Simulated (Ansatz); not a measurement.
**Cu: a surface, (100), 3 layers**

What do the surfaces of Cu (100), 3 layers cost, and how tightly do they hold an electron? Methods of the runs shown: PAW. Its runs: bulk cell relaxed (PAW); bulk in the slab's orientation (PAW); the reference run (PAW); atoms relaxed (PAW); vacuum of 13 Å (PAW); field of 0.1 V/Å along the normal (PAW); core holes in 2p of Cu (PAW); Zn in place of Cu in the outer layer (PAW); Zn in place of Cu in the middle layer (PAW).

Program: Ansatz 0.2.0. Level of theory: DFT, LDA, PAW with Ansatz's default frozen-core files, scalar-relativistic. These are calculated values, not measurements.

## 1. The system as given

The structure is cubic, space group Fm-3m (No. 225). Conventional cell: a = 3.518 Å, b = 3.518 Å, c = 3.518 Å, α = 90.00°, β = 90.00°, γ = 90.00°. Cu (site symmetry m-3m) is surrounded by 12 Cu at 2.49 Å.

Coordinates:

```cif
data_structure
_symmetry_space_group_name_H-M 'P 1'
_symmetry_Int_Tables_number 1
_cell_length_a 2.4874
_cell_length_b 2.4874
_cell_length_c 2.4874
_cell_angle_alpha 60.000
_cell_angle_beta 60.000
_cell_angle_gamma 60.000
_cell_volume 10.88
loop_
_atom_site_label
_atom_site_type_symbol
_atom_site_fract_x
_atom_site_fract_y
_atom_site_fract_z
_atom_site_occupancy
Cu1 Cu 0.00000 0.00000 0.00000 1
```

## 2. Bulk cell relaxed, PAW

Input file input.yaml:

```yaml
crystal:
  lattice:
    - [0.0, 1.7588396277, 1.7588396277]
    - [1.7588396277, 0.0, 1.7588396277]
    - [1.7588396277, 1.7588396277, 0.0]
  atoms:
    - { symbol: Cu, position: [0.0, 0.0, 0.0] }
kpoints:
  mp_grid: { grid: [21, 21, 21] }
scf:
  occupations: { method: fermi_dirac, width: 0.08 }
hamiltonian:
  xc: lda
  pseudopotentials: { kind: paw }
output:
  forces: true
  stress: true
relax:
  f_tol: 0.005
  max_steps: 40
  cell: {}
```

The run is started by

```console
ansatz run input.yaml --threads 1 --pin off --max-ram 3584MiB --backend cpu --events-out ev --progress --plain --runs-dir out
```

Further steps of the session: Bulk in the slab's orientation, PAW; Slab as cut, PAW; Atoms relaxed, PAW; Vacuum of 13 Å, PAW; Field of 0.1 V/Å along the normal, PAW; Core holes in 2p of Cu, PAW; Zn in place of Cu in the outer layer, PAW; Zn in place of Cu in the middle layer, PAW.

What does the calculation give? Wanted: surface energy; work function; outer layer spacing; surface core-level shift by Z+1; core-level shifts among the layers.

The runs gave:

```
                                      quantity                    value
                 surface energy (PAW, relaxed)                2.02 J/m²
                  work function (PAW, relaxed)                  5.02 eV
                     outer layer spacing (PAW)            1.76 → 1.71 Å
         surface core-level shift by Z+1 (PAW)                 -0.21 eV
core-level shifts among the layers (PAW holes)  Cu1 +0.00, Cu2 +0.28 eV
```

**Reading.** By PAW the surface costs 2.03 J/m² as cut and 2.02 J/m² relaxed. The outermost spacing changes by -2.6 % (PAW). Vacuum of 13 Å moves the work function by less than 0.01 eV (PAW). The field of 0.1 V/Å along the normal induces a dipole of 0.022 e·Å per cell (PAW). Putting the next element in the outer rather than the middle layer costs -0.21 eV (PAW); in the Z+1 picture that is the binding energy at the surface less that inside. Thickness wasn't converged, and no reconstruction was sought.
